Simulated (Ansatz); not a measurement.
# Sc: the cost of one run

Program: Ansatz 0.2.0. Level of theory: DFT LDA, scalar-relativistic, plane waves, PAW. These are calculated values, not measurements.

This is Sc in the fcc structure; at room conditions it is hcp.

### Step 1. Starting point

The structure is cubic, space group Fm-3m (No. 225). The conventional cell has a = 4.541 Å, b = 4.541 Å, c = 4.541 Å, α = 90.00°, β = 90.00°, γ = 90.00°. Sc (site symmetry m-3m) has 12 Sc at 3.21 Å as nearest neighbours.

Coordinates:

```
Sc
1.0
     0.00000    2.27050    2.27050
     2.27050    0.00000    2.27050
     2.27050    2.27050    0.00000
Sc
1
Direct
  0.00000 0.00000 0.00000
```

The cell is taken as given, not relaxed at this level.

### Step 2. The reference: the undisturbed cell on the scan's mesh

input.yaml reads:

```yaml
crystal:
  lattice:
    - [0.0, 2.2705, 2.2705]
    - [2.2705, 0.0, 2.2705]
    - [2.2705, 2.2705, 0.0]
  atoms:
    - { symbol: Sc, position: [0.0, 0.0, 0.0] }
basis:
  ecutwfc: 420
kpoints:
  mp_grid: { grid: [20, 20, 20] }
hamiltonian:
  xc: lda
scf:
  occupations: { method: gaussian, width: 0.15 }
output:
  forces: true
  stress: true
  eigenvalues: true
```

What time and memory should one allow on 1 thread of an Arm CPU, shared host?

About 4.9 s, with a peak of 0.37 GiB.
